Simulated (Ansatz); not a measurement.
Run this with Ansatz 0.2.0, Python API and show what comes out.

`run_scan.py`
```python
"""Stretching a bond of Cl3Ge, the rest held rigid."""

import ansatz as az
from ase import Atoms
import numpy as np


def main() -> None:
    atoms = Atoms(["Cl", "Ge", "Cl", "Cl"], positions=[
        (-1.2835, -0.3548, 1.5427),
        (-0.1642, -0.4452, -0.2862),
        (1.9057, -0.6071, 0.2063),
        (-0.4025, 1.3468, -1.483),
    ])
    molecule = az.Crystal.molecule_from_ase(atoms)

    symbols = [site.symbol for site in molecule.cartesian_sites]
    start = np.array([site.position_ang for site in molecule.cartesian_sites])
    axis = (start[0] - start[1]) / np.linalg.norm(start[0] - start[1])
    moving = [0]
    lengths, energies = [1.889, 1.974, 2.06, 2.146, 2.232, 2.318, 2.404, 2.532], []
    for length in lengths:
        xyz = start.copy()
        xyz[moving] += (length - np.linalg.norm(start[0] - start[1])) * axis
        point = az.Crystal.molecule()
        for symbol, place in zip(symbols, xyz):
            point = point.atom(symbol, place.tolist())
        model = (
            point.calculation()
            .basis(gaussian="def2-SVP")
            .functional("b3lyp")
            .spin("collinear", total=1)
        )
        report = model.run(threads=1).report
        energies.append(report["free_energy_ev"])
        print(f"r = {length:6.3f} A  E = {energies[-1]:.5f} eV  <S^2> = {abs(report['mean_field']['state']['spin_squared']):.3f}")

    # quartic fit about the minimum
    fit = np.polynomial.Polynomial.fit(lengths, np.array(energies) - min(energies), 4).convert()
    roots = [r.real for r in fit.deriv().roots() if abs(r.imag) < 1e-9 and fit.deriv(2)(r.real) > 0]
    r_e = min(roots, key=lambda r: abs(r - lengths[int(np.argmin(energies))]))
    print(f"minimum of the fit at {r_e:.4f} A, force constant {fit.deriv(2)(r_e):.2f} eV/A^2")


if __name__ == "__main__":
    main()
```

`python run_scan.py` gives:
```text
r =  1.889 A  E = -94071.12850 eV  <S^2> = 0.752
r =  1.974 A  E = -94071.68129 eV  <S^2> = 0.752
r =  2.060 A  E = -94071.98601 eV  <S^2> = 0.752
r =  2.146 A  E = -94072.11285 eV  <S^2> = 0.752
r =  2.232 A  E = -94072.11825 eV  <S^2> = 0.753
r =  2.318 A  E = -94072.04281 eV  <S^2> = 0.753
r =  2.404 A  E = -94071.91627 eV  <S^2> = 0.754
r =  2.532 A  E = -94071.67879 eV  <S^2> = 0.756
minimum of the fit at 2.1904 A, force constant 13.23 eV/A^2
```

Reading the output:
- Total energies depend on the basis set; only differences at equal settings carry meaning.
- The rest of the molecule is held rigid at a force-field or estimated start geometry, and the basis set is modest; single-reference methods fail as a bond breaks.
- The species is open-shell (spin multiplicity 2).
- b3lyp holds the VWN-RPA fit, as in Gaussian; the form of ORCA and Turbomole is b3lyp5.
- Run time: 48 s on 1 thread of Arm Neoverse V1, with other jobs on the host, peak memory 0.34 GiB.

(Lines on the test bed's own set-up are left out of the output.)
